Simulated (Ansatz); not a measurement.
# BGeH (singlet): wave-function methods side by side at angle Ge1–B2–H3 = 66.6°, cc-pVTZ

The task here is to estimate one member of a computed series from the others.

Program: Ansatz 0.2.0, Gaussian basis. Level of theory: cc-pVTZ, core rule «outside noble gas», up to 15 orbitals frozen. These are calculated values, not measurements.

Plan: UHF; CCSD(T) on RHF; CCSD(T) on UHF; BCCD(T) on RHF; CISD; CCSDT(Q) on RHF; CASSCF and NEVPT2, 8 electrons in 9 orbitals.

19 further runs of the same task are left out: 13 that didn't finish, 6 set aside as unsound or not needed.

**What is computed**

The geometry derives from a PBE0/def2-TZVP stationary point (not a proven minimum). One angle is set to the value named; bond lengths are kept. No spin-orbit coupling is included. The filled d shell of Ge may be among the frozen orbitals whatever the setting's name suggests; the logs give the count.

3 atoms, charge 0, spin multiplicity 1.

Atoms are counted from 1 here; the program's logs count them from 0.

Bond lengths: Ge1–B2 1.963 Å, Ge1–H3 1.847 Å, B2–H3 1.188 Å. Angles: B2–Ge1–H3 36.2°, Ge1–B2–H3 66.6°, Ge1–H3–B2 77.2°.

The first run:

File in.yaml:

```yaml
crystal:
  periodic: [false, false, false]
  atoms:
    - {symbol: Ge, position_ang: [0.217723, 0.000000, 0.158583]}
    - {symbol: B, position_ang: [-1.422808, 0.000000, -0.919045]}
    - {symbol: H, position_ang: [-0.429995, 0.000000, -1.571201]}
basis:
  gaussian: {orbitals: cc-pVTZ}
magnetization: {spin_polarized: true, initial_magnetization: 0}
hamiltonian: {xc: hf}
output: {orbitals: {seedname: orbitals}}
```

On the command line:

```console
ansatz run in.yaml --threads 1 --pin off --events-out ev --progress --plain --max-ram 2393MiB
```

Among the steps run: UHF; CCSD(T) on RHF; CCSD(T) on UHF; BCCD(T) on RHF; CISD; CCSDT(Q) on RHF; CASSCF and NEVPT2, 8 electrons in 9 orbitals.

One of the session's tables, all rows but one given; the rest of the session is left out.

It belongs to the step «Misses and costs». 

| method | from RCCSDT(Q) (meV) |
| --- | --- |
| RHF | +6757.9 |
| UHF | +5133.6 |
| RMP2 | +1242.3 |
| UMP2 | +1035.0 |
| CISD | ? |
| RCCSD | +564.3 |
| UCCSD | +166.2 |
| RCCSD(T) | +89.0 |
| UCCSD(T) | -116.7 |
| BCCD(T) | +89.3 |
| RCCSDT | +57.8 |
| RCCSDT(Q) | 0 |
| CASSCF valence | +3372.4 |
| NEVPT2 valence | +726.9 |

Estimate the missing values for CISD.

**Answer.** from RCCSDT(Q) (meV): +1190.6. In the column «from RCCSDT(Q) (meV)» it lies between UMP2 (+1035.0) and RMP2 (+1242.3).

The program flags UCCSD(T) as in doubt (see the logs), so those rows may rest on another solution; read them beside their warnings.

Limits of these values: The determinant is far from a pure spin state, so its energy mixes those of several spin states (harmless only where they are near-degenerate, as at dissociation). The program flags UCCSD(T) as in doubt, so those rows may rest on another solution; read them beside their warnings. Warnings: restricted reference is unstable; spin contamination; coupled cluster took another determinant than the lowest; large T1 diagnostic. Restricted and unrestricted rows rest on different reference determinants; where their highest levels disagree by more than a few hundredths of an eV, they describe different states and don't form one ladder.
